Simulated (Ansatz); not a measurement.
# SnPb3Se4: the cost of one run

Computed with Ansatz 0.2.0 (DFT PBE, scalar-relativistic, plane waves, PAW, unless a step's input says otherwise).

### 1 The structure to begin with

The structure is cubic, space group Pm-3m (No. 221). The conventional cell has a = 6.182 Å, b = 6.182 Å, c = 6.182 Å, α = 90.00°, β = 90.00°, γ = 90.00°. Sn (site symmetry m-3m) is surrounded by 6 Se at 3.09 Å. Pb (site symmetry 4/mmm) is surrounded by 6 Se at 3.09 Å. Se (site symmetry m-3m) is surrounded by 6 Pb at 3.09 Å. Se (site symmetry 4/mmm) is surrounded by 2 Sn at 3.09 Å and 4 Pb at 3.09 Å.

Coordinates:

```cif
data_structure
_symmetry_space_group_name_H-M 'P 1'
_symmetry_Int_Tables_number 1
_cell_length_a 6.1821
_cell_length_b 6.1821
_cell_length_c 6.1821
_cell_angle_alpha 90.000
_cell_angle_beta 90.000
_cell_angle_gamma 90.000
_cell_volume 236.27
loop_
_atom_site_label
_atom_site_type_symbol
_atom_site_fract_x
_atom_site_fract_y
_atom_site_fract_z
_atom_site_occupancy
Sn1 Sn 0.00000 0.00000 0.00000 1
Pb1 Pb 0.50000 0.00000 0.50000 1
Pb2 Pb 0.00000 0.50000 0.50000 1
Pb3 Pb 0.50000 0.50000 0.00000 1
Se1 Se 0.50000 0.50000 0.50000 1
Se2 Se 0.00000 0.50000 0.00000 1
Se3 Se 0.50000 0.00000 0.00000 1
Se4 Se 0.00000 0.00000 0.50000 1
```

The start is the relaxed end of an invented cell (made as: elements ordered on the sites of the SnSe type, Pb/Sn on Sn (Pm-3m, No. 221)), taken up again for a closer look.

### 2 The guess as it stands, on a coarse mesh

input.yaml

```yaml
crystal:
  lattice:
    - [6.1821003, 0.0, 0.0]
    - [0.0, 6.1821003, 0.0]
    - [0.0, 0.0, 6.1821003]
  atoms:
    - { symbol: Sn, position: [0.0, 0.0, 0.0] }
    - { symbol: Pb, position: [0.5, 0.0, 0.5] }
    - { symbol: Pb, position: [0.0, 0.5, 0.5] }
    - { symbol: Pb, position: [0.5, 0.5, 0.0] }
    - { symbol: Se, position: [0.5, 0.5, 0.5] }
    - { symbol: Se, position: [0.0, 0.5, 0.0] }
    - { symbol: Se, position: [0.5, 0.0, 0.0] }
    - { symbol: Se, position: [0.0, 0.0, 0.5] }
basis:
  ecutwfc: 420
kpoints:
  mp_grid: { grid: [4, 4, 4] }
hamiltonian:
  xc: pbe
scf:
  occupations: { method: gaussian, width: 0.1 }
  lower_state_search: "off"
output:
  forces: true
  stress: true
  eigenvalues: true
```

Command:

```sh
$ ansatz run input.yaml --threads 4 --pin off --max-ram 8192MiB --backend cpu --events-out ev --progress --plain --runs-dir out
```

Q: Estimate wall time and peak memory on 4 threads of AMD EPYC 9R45 (Zen 5), shared host.

About 1.1 s, with a peak of 0.83 GiB.
